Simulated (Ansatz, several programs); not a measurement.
NaCaI3, cubic perovskite, relaxed with PBE in Ansatz (plane waves, PAW): space group Pm-3m (No. 221), cubic; conventional cell a = 6.145 Å, 46.41 Å³ an atom. Na is surrounded by 12 I at 4.35 Å; Ca is surrounded by 6 I at 3.07 Å; I is surrounded by 2 Ca at 3.07 Å and 4 Na at 4.35 Å. The cell was then scaled with its shape and fractional coordinates held. Values at 0 K without nuclear motion; spin polarisation is off, and the phase may be a hypothetical one.

```csv
V (Å³/atom),E (meV/atom)
43.622,9.44
46.406,0.00
47.799,1.66
49.191,6.73
```

Task: Pass a cubic E = c₀ + c₁u + c₂u² + c₃u³, with u = V − 46.755 Å³, through these points.

Result: c₀ = 0.06, c₁ = +0.528, c₂ = 1.002, c₃ = -0.0390 (meV and Å³).

Task: Where is the minimum, and what bulk modulus follows?

Result: dE/du = 0 at u = -0.260, so V₀ = 46.50 Å³. B = V₀ d²E/dV² = 46.50 × (2c₂ + 6c₃u) = 46.50 × 2.065 = 96 meV/Å³, and 1 meV/Å³ is 0.16022 GPa: 15 GPa. A third-order Birch-Murnaghan fit to all five points gives 46.49 Å³ and 15 GPa.

Task: Predict the energy and the pressure at the withheld volume, 45.014 Å³.

Result: With u = -1.741: E ≈ 2.38 meV and P = −dE/dV ≈ +0.53 GPa. The run gives 2.35 meV and, from its stress, +0.53 GPa.
